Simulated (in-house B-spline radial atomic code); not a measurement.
# Pr¹²⁺: excited configurations

Aim: the energies of several excited configurations of Pr¹²⁺ above a reference configuration, each from its own self-consistent run.

The numbers are computed with in-house B-spline radial atomic code version 1 (Dirac-Hartree-Fock, average of configuration, Fermi nucleus, basis-set limit), except any that are marked as measured or tabulated.

**1. Starting point**

```
element       : praseodymium (Z = 59)
charge        : +12
electrons     : 47
configuration : [Kr] 4d10 5s1
Hamiltonian   : Dirac-Coulomb
nucleus       : Fermi, rms radius 4.892 fm
```

The outer shells:

[Kr] 4d10 5s1
```
[Kr] core
4d [↑↓][↑↓][↑↓][↑↓][↑↓]
5s [↑ ]
```

The boxes draw the filling by Hund's rule, which heavy ions in jj coupling don't follow; these runs average over all states of the configuration.

Settings of the run:

```ini
Z = 59
electrons = 47.0
configuration = [Kr] 4d10 5s1
hamiltonian = dirac
method = hf
spin_polarised = False
nucleus = fermi
rms_radius = 4.8919
mass_number = 141
atomic_mass = 140.907659604
speed_of_light = 137.035999084
```

The reference is known from an earlier run: -9199.894414 hartree in all. Up to eight levels, counted from the top:

| orbital | occupation | energy (eV) | <r> (bohr) |
| --- | --- | --- | --- |
| 3d3/2 | 4 | -1194.09 | 0.2443 |
| 3d5/2 | 6 | -1173.27 | 0.2481 |
| 4s1/2 | 2 | -533.54 | 0.6142 |
| 4p1/2 | 2 | -467.02 | 0.6294 |
| 4p3/2 | 4 | -444.84 | 0.6529 |
| 4d3/2 | 4 | -333.22 | 0.6892 |
| 4d5/2 | 6 | -329.15 | 0.6975 |
| 5s1/2 | 1 | -215.38 | 1.270 |

**2. Run with [Kr] 4d10 9s1**

Settings of the run:

```ini
Z = 59
electrons = 47.0
configuration = [Kr] 4d10 9s1
hamiltonian = dirac
method = hf
spin_polarised = False
nucleus = fermi
rms_radius = 4.8919
mass_number = 141
atomic_mass = 140.907659604
speed_of_light = 137.035999084
```

**3. Run with [Kr] 4d10 7s1**

The settings differ from step 2 so:

```diff
@@ -2,3 +2,3 @@
 electrons = 47.0
-configuration = [Kr] 4d10 9s1
+configuration = [Kr] 4d10 7s1
 hamiltonian = dirac
```

**4. Configuration [Kr] 4d9 5s1 5g1**

The settings differ from step 3 so:

```diff
@@ -2,3 +2,3 @@
 electrons = 47.0
-configuration = [Kr] 4d10 7s1
+configuration = [Kr] 4d9 5s1 5g1
 hamiltonian = dirac
```

**5. Configuration [Kr] 4d9 5s1 8g1**

The settings differ from step 4 so:

```diff
@@ -2,3 +2,3 @@
 electrons = 47.0
-configuration = [Kr] 4d9 5s1 5g1
+configuration = [Kr] 4d9 5s1 8g1
 hamiltonian = dirac
```

**6. [Kr] 4d10 9p1**

The settings differ from step 5 so:

```diff
@@ -2,3 +2,3 @@
 electrons = 47.0
-configuration = [Kr] 4d9 5s1 8g1
+configuration = [Kr] 4d10 9p1
 hamiltonian = dirac
```

How far above the reference does each configuration lie (order and size, in eV)?

As calculated:

| net move | configuration | energy above the reference (eV) | with Breit, QED, recoil (eV) | largest <r> (bohr) |
| --- | --- | --- | --- | --- |
| 5s → 7s | [Kr] 4d10 7s1 | 133.89 | 133.74 | 3.29 |
| 5s → 9s | [Kr] 4d10 9s1 | 172.40 | 172.22 | 6.22 |
| 5s → 9p | [Kr] 4d10 9p1 | 174.81 | 174.63 | 6.54 |
| 4d → 5g | [Kr] 4d9 5s1 5g1 | 234.88 | 234.82 | 2.01 |
| 4d → 8g | [Kr] 4d9 5s1 8g1 | 292.10 | 292.04 | 6.40 |

Quantum defects of the promoted electron, δ = n − ζ/√(−2ε) with ζ = 13 and ε its orbital energy in hartree:

| promotion | δ |
| --- | --- |
| 5s → 7s | 1.683 |
| 5s → 9s | 1.672 |
| 5s → 9p | 1.456 |
| 4d → 8g | 0.097 |

The lowest of them is 5s → 7s at 133.89 eV and the highest 4d → 8g at 292.10 eV. Koopmans' estimate of the ionisation threshold is 215.38 eV; 2 configurations exceed it by over 2 % and could autoionise. Of those tabulated, the defect is largest for 7s (1.68) and least for 8g (0.10): low angular momentum penetrates the core, high angular momentum stays outside it. These are averages over configurations, without correlation, not spectroscopic levels.
